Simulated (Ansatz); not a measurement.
# SnBiO2: the cost of one run

Program: Ansatz 0.2.0. Level of theory: DFT PBE, scalar-relativistic, plane waves, PAW. These are calculated values, not measurements.

### 1 Starting point

It takes space group P-4m2 (No. 115, tetragonal). Conventional cell: a = 3.996 Å, b = 3.996 Å, c = 5.726 Å, α = 90.00°, β = 90.00°, γ = 90.00°. Sn (site symmetry -4m2) is surrounded by 4 O at 2.48 Å. Bi (site symmetry -4m2) is surrounded by 4 O at 2.44 Å. Around O (site symmetry 2mm) lie 2 Bi at 2.44 Å and 2 Sn at 2.48 Å.

Coordinates:

```cif
data_structure
_symmetry_space_group_name_H-M 'P-4m2'
_symmetry_Int_Tables_number 115
_cell_length_a 3.9958
_cell_length_b 3.9958
_cell_length_c 5.7265
_cell_angle_alpha 90.000
_cell_angle_beta 90.000
_cell_angle_gamma 90.000
_cell_volume 91.43
loop_
_atom_site_label
_atom_site_type_symbol
_atom_site_symmetry_multiplicity
_atom_site_Wyckoff_symbol
_atom_site_fract_x
_atom_site_fract_y
_atom_site_fract_z
_atom_site_occupancy
Sn1 Sn 1 c 0.50000 0.50000 0.50000 1
Bi1 Bi 1 a 0.00000 0.00000 0.00000 1
O1 O 2 g 0.00000 0.50000 0.24329 1
```

The cell is invented: species swapped into a database cell of InAgTe2 (P-4m2, No. 115), with Sn on the In sites, Bi on the Ag sites and O on the Te sites. Its size is a rough estimate.

### 2 The guess as it stands, on a coarse mesh

input.yaml

```yaml
crystal:
  lattice:
    - [3.99581389, 0.0, 0.0]
    - [0.0, 3.99581389, 0.0]
    - [0.0, 0.0, 5.72645277]
  atoms:
    - { symbol: Sn, position: [0.5, 0.5, 0.5] }
    - { symbol: Bi, position: [0.0, 0.0, 0.0] }
    - { symbol: O, position: [0.0, 0.5, 0.24328816] }
    - { symbol: O, position: [0.5, 0.0, 0.75671184] }
basis:
  ecutwfc: 420
kpoints:
  mp_grid: { grid: [4, 4, 4] }
hamiltonian:
  xc: pbe
scf:
  occupations: { method: gaussian, width: 0.1 }
  lower_state_search: "off"
output:
  forces: true
  stress: true
  eigenvalues: true
```

Run with:

```sh
ansatz run input.yaml --threads 1 --pin off --max-ram 2560MiB --backend cpu --events-out ev --progress --plain --runs-dir out
```

Q: Estimate wall time and peak memory on 1 thread of Intel Xeon 6975P-C (Granite Rapids), shared host.

About 2.2 s, with a peak of 0.38 GiB.
